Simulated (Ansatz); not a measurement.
**BeAs2C: how the settings move a single-point run**

How sensitive is a single-point run of BeAs2C to its settings? A reference run comes first, then six runs with altered input. The cell is built on a prototype (ordering on zincblende) and needn't be the phase found in nature.

Program: Ansatz 0.2.0. Level of theory: reference: DFT, r2SCAN, plane waves, PAW. These are calculated values, not measurements.

### Step 1. Starting point

It takes space group P-4m2 (No. 115, tetragonal). The conventional cell has a = 3.425 Å, b = 3.425 Å, c = 4.897 Å, α = 90.00°, β = 90.00°, γ = 90.00°. Be (site symmetry -4m2) has 4 As at 2.14 Å as nearest neighbours. As (site symmetry 2mm) has 2 C at 2.08 Å and 2 Be at 2.14 Å as nearest neighbours. Around C (site symmetry -4m2) lie 4 As at 2.08 Å.

Structure file:

```
Be As C
1.0
     3.42471    0.00000    0.00000
     0.00000    3.42471    0.00000
     0.00000    0.00000    4.89686
Be As C
1 2 1
Direct
  0.00000 0.00000 0.00000
  0.00000 0.50000 0.26057
  0.50000 0.00000 0.73943
  0.50000 0.50000 0.50000
```

### Step 2. Reference

Contents of input.yaml:

```yaml
crystal:
  lattice:
    - [3.4247097982, 0.0, 0.0]
    - [0.0, 3.4247097982, 0.0]
    - [0.0, 0.0, 4.8968630612]
  atoms:
    - { symbol: Be, position: [0.0, 0.0, 0.0] }
    - { symbol: As, position: [0.0, 0.5, 0.2605674643] }
    - { symbol: C, position: [0.5, 0.5, 0.5] }
    - { symbol: As, position: [0.5, 0.0, 0.7394325357] }
kpoints:
  mp_grid: { grid: [6, 6, 4] }
hamiltonian:
  xc: r2scan
scf:
  occupations: { method: fermi_dirac, width: 0.02 }
  n_extra_bands: 5
output:
  forces: true
  stress: true
  eigenvalues: true
  write_density: true
  write_potential: true
  elf: true
  volumetric_format: npy
```

The run is started by

```
> ansatz run input.yaml --threads 4 --pin off --max-ram 3686MiB --backend cpu --events-out ev --progress --plain --runs-dir out
```

### Step 3. Changed: occupations.method methfessel_paxton, occupations.width 0.05

input.yaml, as its differences from that of step 2:

```diff
@@ -15,3 +15,3 @@
 scf:
-  occupations: { method: fermi_dirac, width: 0.02 }
+  occupations: { method: methfessel_paxton, width: 0.05 }
   n_extra_bands: 5
@@ -21,5 +21 @@
   eigenvalues: true
-  write_density: true
-  write_potential: true
-  elf: true
-  volumetric_format: npy
```

### Step 4. Changed: mp_grid.shift [0.5, 0.5, 0.5]

input.yaml, as its differences from that of step 2:

```diff
@@ -11,3 +11,3 @@
 kpoints:
-  mp_grid: { grid: [6, 6, 4] }
+  mp_grid: { grid: [6, 6, 4], shift: [0.5, 0.5, 0.5] }
 hamiltonian:
@@ -21,5 +21 @@
   eigenvalues: true
-  write_density: true
-  write_potential: true
-  elf: true
-  volumetric_format: npy
```

### Step 5. Changing settings: occupations.method cold, occupations.width 0.001

input.yaml, as its differences from that of step 2:

```diff
@@ -15,3 +15,3 @@
 scf:
-  occupations: { method: fermi_dirac, width: 0.02 }
+  occupations: { method: cold, width: 0.001 }
   n_extra_bands: 5
@@ -21,5 +21 @@
   eigenvalues: true
-  write_density: true
-  write_potential: true
-  elf: true
-  volumetric_format: npy
```

### Step 6. Variant: occupations.width 0.5

input.yaml, as its differences from that of step 2:

```diff
@@ -15,3 +15,3 @@
 scf:
-  occupations: { method: fermi_dirac, width: 0.02 }
+  occupations: { method: fermi_dirac, width: 0.5 }
   n_extra_bands: 5
@@ -21,5 +21 @@
   eigenvalues: true
-  write_density: true
-  write_potential: true
-  elf: true
-  volumetric_format: npy
```

### Step 7. Changed: occupations.width 0.05

input.yaml, as its differences from that of step 2:

```diff
@@ -15,3 +15,3 @@
 scf:
-  occupations: { method: fermi_dirac, width: 0.02 }
+  occupations: { method: fermi_dirac, width: 0.05 }
   n_extra_bands: 5
@@ -21,5 +21 @@
   eigenvalues: true
-  write_density: true
-  write_potential: true
-  elf: true
-  volumetric_format: npy
```

### Step 8. Variant: ecutrho_ratio 12

input.yaml, as its differences from that of step 2:

```diff
@@ -17,2 +17,3 @@
   n_extra_bands: 5
+  max_iter: 63
 output:
@@ -21,5 +22,3 @@
   eigenvalues: true
-  write_density: true
-  write_potential: true
-  elf: true
-  volumetric_format: npy
+basis:
+  ecutrho_ratio: 12
```

What does the calculation give? Wanted: for each run, ending; energy change; pressure; gap; force.

**Answer**, as computed:

```tsv
run	ending	energy change	pressure (GPa)	gap (eV)	force (eV/Å)	cycles	time
reference	converged	0	0.1	0.00	0.06	7	5.5 s
1: occupations.method methfessel_paxton, occupations.width 0.05	converged	0.0 meV/atom (σ→0)	0.1	0.00	0.06	7	4.4 s
2: mp_grid.shift [0.5, 0.5, 0.5]	converged	+1.1 meV/atom	-0.1	0.48	0.09	7	2.5 s
3: occupations.method cold, occupations.width 0.001	converged	+0.1 meV/atom (σ→0)	0.1	0.00	0.06	7	4.3 s
4: occupations.width 0.5	converged	+12.2 meV/atom (σ→0)	1.1	0.00	0.37	8	5.3 s
5: occupations.width 0.05	converged	-0.1 meV/atom (σ→0)	0.1	0.00	0.04	8	4.6 s
6: ecutrho_ratio 12	converged	0.0 meV/atom	0.1	0.00	0.06	7	6.8 s
```

Times don't compare one to one where runs were asked for different outputs or read a saved state (see the inputs); cycles may leave out searches for a lower state.

Residual by cycle in the longest SCF loop of each run; runs are numbered as in the table. The quantity is the density residual dr2, in eV.

```tsv
cycle	reference	run 1	run 2	run 3	run 4	run 5	run 6
1	0.152	0.152	0.181	0.15	0.0815	0.151	0.152
2	0.117	0.118	0.126	0.0305	0.0182	0.0322	0.117
3	0.00178	0.00177	0.00221	0.00566	0.0059	0.00775	0.00178
4	8.9e-5	9.2e-5	1.0e-4	2.6e-4	7.5e-4	9.3e-4	8.9e-5
5	4.0e-6	3.7e-6	3.7e-6	4.2e-5	9.2e-5	1.2e-4	4.0e-6
6	4.1e-7	3.9e-7	4.6e-7	7.1e-7	3.7e-6	6.4e-6	4.1e-7
7	2.9e-8	2.9e-8	3.1e-8	3.6e-8	1.1e-7	3.8e-7	2.9e-8
8	-	-	-	-	4.8e-9	2.5e-8	-
```

What this shows: Of the variants the dearest is «ecutrho_ratio 12» (6.8 s), the cheapest «mp_grid.shift [0.5, 0.5, 0.5]» (2.5 s), on a shared host.
